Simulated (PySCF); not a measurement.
# C7H11NSSi: the cost of one run

Programs: PySCF 2.14.0, with density-fitted response routines of our own. Each step states its level of theory. These are calculated values for one molecule, in the gas phase or a continuum, unless marked as measured. Atoms are numbered from 0 throughout.

## (1) The molecule as given

21 atoms, charge 0, multiplicity 1; geometry from: GFN2-xTB. The atoms were then displaced at random by about 0.01 Å, so the start is not that level's minimum.

Bonds of the start (Å): C0–S1 1.84, S1–C2 1.79, C2–C3 1.36, C3–C4 1.42, C4–C5 1.40, C5–N6 1.37, N6–Si7 1.73, C5–C8 1.42, C8–C9 1.37, C9–C2 1.39, C0–H10 1.07, C0–H11 1.09, C0–H12 1.04, C3–H13 1.04, C4–H14 1.07, N6–H15 1.02, Si7–H16 1.47, Si7–H17 1.45, Si7–H18 1.45, C8–H19 1.09, C9–H20 1.06.

## (2) Geometry optimisation at PBE0-D3(BJ)/def2-SVP

Job settings and geometry (Å):

```
{"job": {"xc": "PBE0", "basis": "def2-SVP", "d3": "d3bj", "grid": 1, "shake": 0.01, "kind": "geom"}, "charge": 0, "multiplicity": 1}
C      3.991170     0.192860    -0.406520
S      3.102190     1.297360     0.763150
C      1.396680     0.791970     0.604140
C      0.950550     0.102770    -0.482930
C     -0.416240    -0.273700    -0.530040
C     -1.284710     0.061680     0.518770
N     -2.597670    -0.319820     0.495780
Si    -3.437520    -1.213200    -0.719980
C     -0.772580     0.781770     1.624650
C      0.555040     1.134480     1.661760
H      3.645400    -0.811380    -0.246620
H      3.785550     0.539390    -1.424340
H      4.999700     0.330150    -0.196400
H      1.537050    -0.157560    -1.303190
H     -0.794280    -0.823470    -1.370520
H     -3.111740     0.001280     1.321930
H     -4.803400    -1.308910    -0.176140
H     -2.852030    -2.534880    -0.878070
H     -3.442180    -0.508400    -1.990780
H     -1.451520     1.052970     2.426830
H      0.929370     1.686920     2.486230
```

On the command line:

```sh
$ OMP_NUM_THREADS=1 python probes_run.py task.json out
```

One launch serves the whole session: the jobs run in the order shown.

**Question.** How long does this first job take on 1 thread of Arm Neoverse V2, shared host, and how much memory does it need?

About 4.2 min, with a peak of 0.89 GiB.
